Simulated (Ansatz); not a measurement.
# GdCl6, 7 atoms: a scaling test

Wanted: the time that a single point at PBEsol+U takes for GdCl6, and how the time changes with the share of the machine.

Program: Ansatz 0.2.0 (single point, PBEsol+U, plane waves PAW). Host: Arm Neoverse N1, 56 cores, 56 hardware threads, 90 GiB; it was booked for these runs alone, one at a time. Each run is timed once from launch to exit, start-up included.

### Step 1. What is computed

The cell holds 7 atoms in 196 Å³, with one atom taken out.

### Step 2. First run

Contents of input.yaml:

```yaml
accuracy: low
crystal:
  lattice:
    - [7.458317, 0.000000, 0.000000]
    - [-3.729159, 6.459092, 0.000000]
    - [0.000000, 0.000000, 4.074905]
  atoms:
    - { symbol: Gd, position: [0.333333, 0.666667, 0.250000], spin: 6.9 }
    - { symbol: Cl, position: [0.391799, 0.302233, 0.250000] }
    - { symbol: Cl, position: [0.089566, 0.391799, 0.750000] }
    - { symbol: Cl, position: [0.302233, 0.910434, 0.750000] }
    - { symbol: Cl, position: [0.697767, 0.089566, 0.250000] }
    - { symbol: Cl, position: [0.910434, 0.608201, 0.250000] }
    - { symbol: Cl, position: [0.608201, 0.697767, 0.750000] }
kpoints:
  mp_grid: { grid: [4, 4, 7] }
hamiltonian:
  xc: pbesol
  hubbard:
    - { species: Gd, l: f, u_eff: 6 }
magnetization: { spin_polarized: true }
scf:
  occupations: { method: gaussian, width: 0.02 }
output: { forces: true, stress: true }
```

Launch:

```sh
$ taskset -c 8-63 ansatz run input.yaml --threads 56 --backend cpu --max-ram 64GiB --events-out ev --progress --plain --runs-dir out
```

What it wrote, cut to the lines that bear on the results:

```text
Warning: the atoms were moved onto the symmetric positions of the space group found under crystal.symmetry.tolerance 1.0e-5 (fractional; no operation is sought that the atoms, as they stand in a round, miss by more than
Gd: projections on atomic orbitals take those of the free atom [Kr 4d10] 4f7 5s2 5p6 5d1 6s2, of charge +0.00 (hamiltonian.pseudopotentials.projection_atoms); the dataset's partial waves leave at most 2.5e-4 of an orbital's norm unspanned inside its sphere
Cl: projections on atomic orbitals take those of the free atom [Ne] 3s2 3p5, of charge +0.00 (hamiltonian.pseudopotentials.projection_atoms); the dataset's partial waves leave at most 2.1e-7 of an orbital's norm unspanned inside its sphere
[...]
Pseudopotentials: kind: paw
Pseudopotential: Gd, paw, valence charge 18, recommended cutoff 420 eV (normal), Gd.paw.azcp
Pseudopotential: Cl, paw, valence charge 7, recommended cutoff 420 eV (normal), Cl.paw.azcp
Functional definition: PBEsol
[...]
Crystal: 7 atoms, lattice volume = 196.304 Å³
Basis set: ecut = 420 eV, 3865 PW (Γ), exchange–correlation on 100×100×60 points (8 copies of the dense FFT grid, shifted against one another)
Bands: 41, of which v1, the nominal top of the filled ones, is band 30 counted from 1 (29 counted from 0)
Symmetry: 6 space group operations
Space group: P-6 (ITA 174), of the structure as read, at distance tolerance 5.8e-5 Å
Magnetic group: BNS 174.133 (UNI 1363), of the structure as read, at distance tolerance 5.8e-5 Å
k-points: 16 of 112 (time reversal used)
[...]
SCF iter  48: F=-15598.748419 eV  HF=-15598.748419 eV  |F-HF|=1.24e-9  |Δ(HF+E_count)|=  9.09e-12  Δρ=5.39e-7 (↑4.95e-7 ↓5.39e-7)  dr2=1.79e-9  dr2_m=2.54e-10  M=10.000 μB ∫|m|=10.015 μB  ethr=3.00e-12  ⟨swp⟩=1.0  Hψ=4382  notcnv=0
[...]
the last iteration of the SCF fills more bands at one k-point than at another: 35 at every k-point of σ=↑; 24 at σ=↓ k=0 and 26 at σ=↓ k=2 (a band counts as filled where it holds over half of its capacity, the bands of one level by their mean; by tetrahedra, w
[... 5 lines ...]
Per-site moments (μB) at R_I (Å): [(6.976219097371594, 1.161771695907727), (0.5966566709422858, 1.2211135810738167), (0.3106973821917537, 1.161771695907727), (0.3106973821917528, 1.161771695907727), (0.5966566709422866, 1.221113581073817), (0.5966566709422865,
Free energy (F): -15598.748419 eV
[...]
E sigma→0 (E₀):  -15598.748019 eV
Entropy (-TS):   -0.000799 eV (-0.114 meV/atom)
Fermi energy:    2.038801 eV
[...]
--- Forces (eV/Å), atoms counted from 1 ---
  atom   1  Gd     0.00000000    -0.00000000     0.00000000
  atom   2  Cl    -0.46321708     0.64638508     0.00000000
  atom   3  Cl     0.23790809     0.19622823     0.00000000
  atom   4  Cl     0.05098459    -0.30414857     0.00000000
  atom   5  Cl    -0.32817736    -0.72435030     0.00000000
  atom   6  Cl     0.79139444     0.07796522     0.00000000
  atom   7  Cl    -0.28889268     0.10792033     0.00000000
[...]
--- Stress (GPa, compression-positive) ---
       -3.209681       0.000000       0.000000
       -0.000000      -3.209681       0.000000
        0.000000       0.000000      -2.685598
  P = ⅓ Tr σ = -3.0350 GPa (-30.350 kbar)
--- Band table (eV; the first three rows and the last of 32) ---
[... band rows left out ...]
[...]
Occupation matrices written to <dir>
```

Wall time 14 s, CPU time 10 min, peak memory 2.1 GiB, 48 SCF iterations in all (56 threads).

Size of the job: 16 k-points, 3865 plane waves, 41 bands, 60 valence electrons, 6 symmetry operations.

Where the time went (the program's own counters):

```tsv
phase	seconds	share of the wall time
diag	4.5	32 %
minimisation_hpsi	2.6	19 %
density	1.8	13 %
potential	1.1	8 %
stress	0.28	2 %
```

### Step 3. On 8 threads

input.yaml is that of step 2.

Launch:

```sh
$ taskset -c 8-63 ansatz run input.yaml --threads 8 --backend cpu --max-ram 64GiB --events-out ev --progress --plain --runs-dir out
```

What it wrote, cut to the lines that bear on the results:

```text
Warning: the atoms were moved onto the symmetric positions of the space group found under crystal.symmetry.tolerance 1.0e-5 (fractional; no operation is sought that the atoms, as they stand in a round, miss by more than
Gd: projections on atomic orbitals take those of the free atom [Kr 4d10] 4f7 5s2 5p6 5d1 6s2, of charge +0.00 (hamiltonian.pseudopotentials.projection_atoms); the dataset's partial waves leave at most 2.5e-4 of an orbital's norm unspanned inside its sphere
Cl: projections on atomic orbitals take those of the free atom [Ne] 3s2 3p5, of charge +0.00 (hamiltonian.pseudopotentials.projection_atoms); the dataset's partial waves leave at most 2.1e-7 of an orbital's norm unspanned inside its sphere
pinning: not binding workers (pin `auto` leaves the workers unbound: those that work in every phase are 16 at the most and take half of the cores in the planning thread's mask or fewer, and bound, runs started alike would share the same CPUs; alone on the mach
[...]
Free energy (F): -15598.770326 eV
[...]
E sigma→0 (E₀):  -15598.769872 eV
Entropy (-TS):   -0.000907 eV (-0.130 meV/atom)
Fermi energy:    2.059966 eV
[...]
--- Forces (eV/Å), atoms counted from 1 ---
  atom   1  Gd     0.00000000    -0.00000000     0.00000000
  atom   2  Cl    -0.45843206     0.64415989     0.00000000
  atom   3  Cl     0.24119433     0.19446436     0.00000000
  atom   4  Cl     0.04781391    -0.30611260     0.00000000
  atom   5  Cl    -0.32864280    -0.71909375     0.00000000
  atom   6  Cl     0.78707485     0.07493386     0.00000000
  atom   7  Cl    -0.28900824     0.11164823     0.00000000
[...]
--- Stress (GPa, compression-positive) ---
       -3.197553      -0.000000       0.000000
        0.000000      -3.197553       0.000000
        0.000000       0.000000      -2.717643
  P = ⅓ Tr σ = -3.0376 GPa (-30.376 kbar)
--- Band table (eV; the first three rows and the last of 32) ---
[... band rows left out ...]
[...]
Occupation matrices written to <dir>
```

Wall time 67 s, CPU time 8.3 min, peak memory 0.94 GiB, 67 SCF iterations in all (8 threads).

### Step 4. Speed-up with more threads

```tsv
threads	wall time	speed-up	efficiency	CPU time
8	67 s	1	100 %	8.3 min
56	14 s	4.8	69 %	10 min
```

### Step 5. Outcome

| quantity | value |
| --- | --- |
| reference | 14 s on 56 threads |
| fastest over threads | 14 s on 56 |
| speed-up from 8 to 56 threads | 4.8 (69 % efficient) |

In words: Going from 8 to 56 threads cuts the time by a factor of 4.8, 69 % of the ideal. The runs took different numbers of SCF iterations (48 to 67) and ended 3.1 meV/atom apart, so the ratio is not a pure measure of parallel speed. The figures hold for this build, input and host.
